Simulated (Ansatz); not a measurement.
# SiO2 (Stishovite): the cost of one run

Computed with Ansatz 0.2.0 (DFT, PBE, plane-wave PAW, default files, scalar-relativistic, unless a step's input says otherwise).

**1. The structure to begin with**

Symmetry: P4_2/mnm, No. 136, tetragonal system. Conventional cell: a = 4.177 Å, b = 4.177 Å, c = 2.665 Å, α = 90.00°, β = 90.00°, γ = 90.00°. Si (site symmetry mmm) has 6 O at 1.76 to 1.81 Å as nearest neighbours. O (site symmetry m2m) has 3 Si at 1.76 to 1.81 Å as nearest neighbours.

Structure file:

```
Si O
1.0
     4.17730    0.00000    0.00000
     0.00000    4.17730    0.00000
     0.00000    0.00000    2.66520
Si O
2 4
Direct
  0.00000 0.00000 0.00000
  0.50000 0.50000 0.50000
  0.30590 0.30590 0.00000
  0.19410 0.80590 0.50000
  0.69410 0.69410 0.00000
  0.80590 0.19410 0.50000
```

**2. Relaxation of the positions**

Input file input.yaml:

```yaml
crystal:
  lattice:
    - [4.1773, 0.0, 0.0]
    - [0.0, 4.1773, 0.0]
    - [0.0, 0.0, 2.6652]
  atoms:
    - { symbol: Si, position: [0.0, 0.0, 0.0] }
    - { symbol: Si, position: [0.5, 0.5, 0.5] }
    - { symbol: O, position: [0.3059, 0.3059, 0.0] }
    - { symbol: O, position: [0.1941, 0.8059, 0.5] }
    - { symbol: O, position: [0.6941, 0.6941, 0.0] }
    - { symbol: O, position: [0.8059, 0.1941, 0.5] }
kpoints:
  mp_grid: { grid: [5, 5, 7] }
scf:
  occupations: { method: fermi_dirac, width: 0.02 }
hamiltonian:
  xc: pbe
  pseudopotentials: { kind: paw }
output:
  forces: true
  stress: true
  populations: true
  efg: { quadrupole_moments_barn: { O: -0.02558 }, contact_densities: true }
relax:
  f_tol: 0.02
  max_steps: 60
```

Command:

```sh
ansatz run input.yaml --threads 1 --pin off --max-ram 3072MiB --backend cpu --events-out ev --progress --plain --runs-dir out
```

What time and memory should one allow on 1 thread of Intel Xeon 6975P-C (Granite Rapids), shared host?

About 2.7 s, with a peak of 0.42 GiB.
